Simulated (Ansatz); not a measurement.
Al-Mg random alloys, a few random alloy cells with their mixing energies

Computed with Ansatz 0.2.0, Python API.

The cells in order, each with its output:

```python
from collections import Counter

import ansatz as az
import numpy as np
```

```python
def fcc(first, a):
    return (
        az.Lattice.fcc(a)
        .space_group(225)
        .atom(first, (0, 0, 0))
        .primitive()
    )
```

```python
A_FIRST, A_LAST = 4.05, 4.53
```

```python
def solve(name, crystal):
    calc = crystal.calculation()
    calc = calc.functional("lda")
    calc = calc.basis(460).kpoints(spacing=0.27)
    calc = calc.occupations("gaussian", width=0.05)
    calc = calc.band_table()
    calc = calc.relax(force_tolerance=0.01, cell=True)
    return calc.run(threads=1)
```

```python
def relaxed_twice(name, crystal):
    # the second pass draws mesh and plane waves anew for the relaxed cell
    first = solve(name, crystal)
    again = az.Crystal(lattice=az.Lattice.of(first.lattice.cell_ang))
    for site in first.report["lattice"]["sites"]:
        again = again.atom(site["symbol"], site["position_frac"])
    return solve(name, again)
```

```python
def volume_per_atom(outcome):
    return abs(np.linalg.det(outcome.lattice.cell_ang)) / len(outcome.lattice.sites)
```

```python
def counts(outcome):
    return Counter(site.symbol for site in outcome.lattice.sites)
```

```python
phases = {"Al": fcc("Al", A_FIRST), "Mg": fcc("Mg", A_LAST)}
for k in [5]:
    a = A_FIRST + (A_LAST - A_FIRST) * k / 8
    supercell = fcc("Al", a).supercell(2).resolved()
    for seed in [55]:
        drawn = supercell.site_disorder().occupy("Al", Al=8 - k, Mg=k).random(seed=seed)
        phases[f"Al{8 - k}Mg{k} seed {seed}"] = drawn.crystal
```

```python
done = {}
for name, crystal in phases.items():
    done[name] = relaxed_twice(name, crystal)
    print(f"{name}: {done[name].report['energy_sigma0_ev']:.4f} eV, {len(done[name].lattice.sites)} atoms")
```

    Al: -512.8852 eV, 1 atoms
    Mg: -1901.5909 eV, 1 atoms
    Al3Mg5 seed 55: -11046.3418 eV, 8 atoms

```python
# mixing quantities against the straight line between the end members, both on this lattice
x = {name: counts(o)["Mg"] / (counts(o)["Al"] + counts(o)["Mg"]) for name, o in done.items()}
first, last = min(x, key=x.get), max(x, key=x.get)
energy = {name: o.report["energy_sigma0_ev"] / len(o.lattice.sites) for name, o in done.items()}
volume = {name: volume_per_atom(o) for name, o in done.items()}
rows = []
for name in sorted(done, key=x.get):
    line = lambda table: (1 - x[name]) * table[first] + x[name] * table[last]
    rows.append((name, x[name], 1000 * (energy[name] - line(energy)), volume[name], 100 * (volume[name] / line(volume) - 1)))
print("      cell       x(Mg)  E_mix (meV/atom)  V (A^3/atom)  excess V (%)")
for row in rows:
    print(f"{str(row[0]):>10}  {row[1]:10.3f}  {row[2]:+16.1f}  {row[3]:12.3f}  {row[4]:+12.2f}")
```

          cell       x(Mg)  E_mix (meV/atom)  V (A^3/atom)  excess V (%)
            Al       0.000              +0.0        15.820         +0.00
    Al3Mg5 seed 55       0.625             +33.5        19.245         -1.52
            Mg       1.000              +0.0        21.777         +0.00

Caveats:
- Absolute energies stand on the zero of these potentials, so only differences at equal settings mean something.
- Cells of eight mixed sites are far from the random limit, and both end members stand on the same lattice, which need not be their own. Differences under about 40 meV an atom lie within the error of mesh and functional.
- The cells are prototypes set up for this calculation and needn't exist.
- Finished in 74 s on 1 thread of Arm Neoverse V1, with other jobs on the host, peak memory 0.5 GiB.

(Lines on the test bed's own set-up are left out of the output.)
